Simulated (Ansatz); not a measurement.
Consider a scan of the energy under strain of TiO₂, space group R-3m (Ansatz 0.2.0, Python API).

`tio2_strain.py`
```python
'''A uniaxial strain scan of TiO2.'''

import ansatz as az
import numpy as np
from tabulate import tabulate

vectors0 = np.array([
    [1.497331, 0.864485, 6.981544],
    [-1.497331, 0.864485, 6.981544],
    [0.0, -1.728969, 6.981544],
])
sites = [
    ('Ti', (0.0, 0.0, 0.0)),
    ('O', (0.620467, 0.620467, 0.620467)),
    ('O', (0.379533, 0.379533, 0.379533)),
]


def build(cell):
    crystal = az.Crystal(lattice=az.Lattice.of(cell))
    for symbol, position in sites:
        crystal = crystal.atom(symbol, position)
    return crystal

# clamped ions: the fractional positions stay as typed
values = np.linspace(-0.05, 0.05, 5)
energies = []
for d in values:
    strain = np.diag([0, 0, d])
    cell = vectors0 @ (np.eye(3) + strain)
    base = (
        build(cell).calculation()
        .functional('r2scan')
        .occupations('gaussian', width=0.05)
        .basis(520)
        .kpoints(8, 8, 8)
        .stress()
    )
    report = base.run().report
    energies.append(report['free_energy_ev'] / len(sites))
    s = report['stress_gpa']
    print(f'd = {d:+.4f}  stress xx yy zz xy (GPa, compression positive): {s[0][0]:8.3f} {s[1][1]:8.3f} {s[2][2]:8.3f} {s[0][1]:8.3f}')
energies = np.array(energies)

print(tabulate(zip(values, 1000 * (energies - energies.min())), headers=['strain', 'dE (meV/atom)'], floatfmt='.3f'))
curvature = 2 * np.polyfit(values, energies, 3)[1]
volume = abs(np.linalg.det(vectors0)) / len(sites)
print(f'd2E/dd2 over the volume: {curvature / volume * 160.21766:.1f} GPa')
```

How much energy does this uniaxial strain cost, and what curvature follows?

Against the unstrained cell the energy per atom changes by +1.66 meV at one end of the scan and +29.96 meV at the other, and its second derivative over the volume is 112.1 GPa.

The run itself:

```console
$ python tio2_strain.py
d = -0.0500  stress xx yy zz xy (GPa, compression positive):   -0.077   -0.077    3.220    0.000
d = -0.0250  stress xx yy zz xy (GPa, compression positive):   -2.079   -2.079    0.278    0.000
d = +0.0000  stress xx yy zz xy (GPa, compression positive):   -3.799   -3.799   -2.572    0.000
d = +0.0250  stress xx yy zz xy (GPa, compression positive):   -5.266   -5.266   -5.328    0.000
d = +0.0500  stress xx yy zz xy (GPa, compression positive):   -6.506   -6.506   -7.987    0.000
  strain    dE (meV/atom)
--------  ---------------
  -0.050            4.912
  -0.025            0.000
   0.000            3.257
   0.025           14.414
   0.050           33.212
d2E/dd2 over the volume: 112.1 GPa
```

Notes:
- Spin is left out of this run.
- The curvature belongs to this strain pattern and to the cell's stress; it equals a single elastic constant only for simple patterns.
- The structure comes from a database of computed cells and needn't be a stable or known phase.
- The ions keep their fractional positions (clamped ions).
- It ran for 34 s on 1 thread of Intel(R) Xeon(R) Processor @ 2.30GHz, on a shared host, peak memory 0.71 GiB.
